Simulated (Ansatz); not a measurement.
# C₂H₆BNSe: one species, many methods

Aim: compute C₂H₆BNSe with functionals from several rungs and with coupled cluster. The yardstick is the atomisation energy at the CCSD(T) limit.

The runs use Ansatz 0.2.0, Gaussian basis; functionals in def2-TZVPP, the program's frozen cores in correlated methods.

The runs, in order: PBE-D4, r2SCAN-D4, PBE0-D4, B3LYP-D4, ωB97X-V, ωB97M-V, B2PLYP; CCSD(T)/def2-TZVPP; MP2/def2-QZVPP; extrapolation to the limit.

### Step 1. The relaxed structure

All runs share one geometry, relaxed beforehand with PBE0-D4 in a triple-zeta def2 set.

SMILES `CB(N)C=[Se]`, 11 atoms, charge 0, spin multiplicity 1.

Atoms are counted from 1 here; the program's logs count them from 0.

Bond lengths: C1–B2 1.566 Å, C1–H6 1.094 Å, C1–H7 1.094 Å, C1–H8 1.093 Å, B2–N3 1.397 Å, B2–C4 1.575 Å, N3–H9 1.006 Å, N3–H10 1.007 Å, C4–Se5 1.757 Å, C4–H11 1.093 Å. Angles: B2–C1–H6 110.7°, B2–C1–H7 110.5°, B2–C1–H8 113.5°, H6–C1–H7 105.3°, H6–C1–H8 108.3°, H7–C1–H8 108.2°, C1–B2–N3 121.6°, C1–B2–C4 122.9°, N3–B2–C4 115.5°, B2–N3–H9 123.0°, B2–N3–H10 123.4°, H9–N3–H10 113.6°, B2–C4–Se5 125.3°, B2–C4–H11 118.6°, Se5–C4–H11 116.1°.

### Step 2. PBE-D4 (GGA)

The input, in.yaml:

```yaml
crystal:
  periodic: [false, false, false]
  atoms:
    - {symbol: C, position_ang: [-0.940499, -0.264677, 1.022167]}
    - {symbol: B, position_ang: [0.112460, 0.125156, -0.069874]}
    - {symbol: N, position_ang: [0.630477, 1.419033, -0.158403]}
    - {symbol: C, position_ang: [0.659772, -0.898195, -1.134399]}
    - {symbol: Se, position_ang: [0.150374, -2.572364, -1.287438]}
    - {symbol: H, position_ang: [-1.845084, -0.669772, 0.559185]}
    - {symbol: H, position_ang: [-0.555242, -1.068695, 1.656675]}
    - {symbol: H, position_ang: [-1.228329, 0.569725, 1.666401]}
    - {symbol: H, position_ang: [0.357940, 2.162819, 0.462017]}
    - {symbol: H, position_ang: [1.308615, 1.697789, -0.847951]}
    - {symbol: H, position_ang: [1.415017, -0.557918, -1.847681]}
basis:
  gaussian: {orbitals: def2-TZVPP}
hamiltonian: {xc: pbe, dispersion: d4}
output: {forces: true, orbitals: {seedname: orbitals}}
```

Command:

```console
$ ansatz run in.yaml --threads 4 --pin off --events-out ev --progress --plain --max-ram 10444MiB
```

The runs that follow: r2SCAN-D4 (meta-GGA); PBE0-D4 (hybrid); B3LYP-D4 (hybrid); ωB97X-V (range-separated); ωB97M-V (range-separated); B2PLYP (double hybrid); CCSD(T) in def2-TZVPP; MP2 in def2-QZVPP.

**Question.** What will the summary of the whole plan be? Wanted: atomisation energy, CCSD(T)/CBS; farthest; mean size of error, hybrid; mean size of error, range-separated; gap, smallest and largest; T1 diagnostic; triples share of the correlation energy.

**Answer**, as computed:

| quantity | value |
| --- | --- |
| atomisation energy, CCSD(T)/CBS | 4201.8 kJ/mol |
| functionals within 42.0 kJ/mol (1.0 %) | r2SCAN-D4, PBE0-D4, B3LYP-D4, ωB97X-V, ωB97M-V, B2PLYP |
| farthest | PBE-D4 (+120.8 kJ/mol) |
| mean size of error, hybrid | 26.7 kJ/mol |
| mean size of error, range-separated | 5.6 kJ/mol |
| gap, smallest and largest | 1.16 eV (PBE-D4), 7.59 eV (ωB97X-V) |
| T1 diagnostic | 0.0137 |
| triples share of the correlation energy | 4.3 % |

**Reading.** PBE-D4 is off by +120.8 kJ/mol. Double hybrids carry the basis error of their MP2 part in triple zeta, and no dispersion term here, so their miss is partly the set-up's. The reference freezes the cores and leaves out relativity and excitations past (T), and its outer-core shells are covered unevenly, so misses under about 42.0 kJ/mol can't be ranked. All levels share the lack of spin-orbit coupling, which lowers the free heavy atoms and so the true binding. Hartree-Fock recovers 72 % of the binding; the rest is correlation. The gap grows from 1.2 to 7.6 eV across the functionals, mostly with the share of exact exchange. The restricted reference is unstable towards a spin-broken one. Correlated methods include outer-core shells of Se, which these sets cover unevenly.
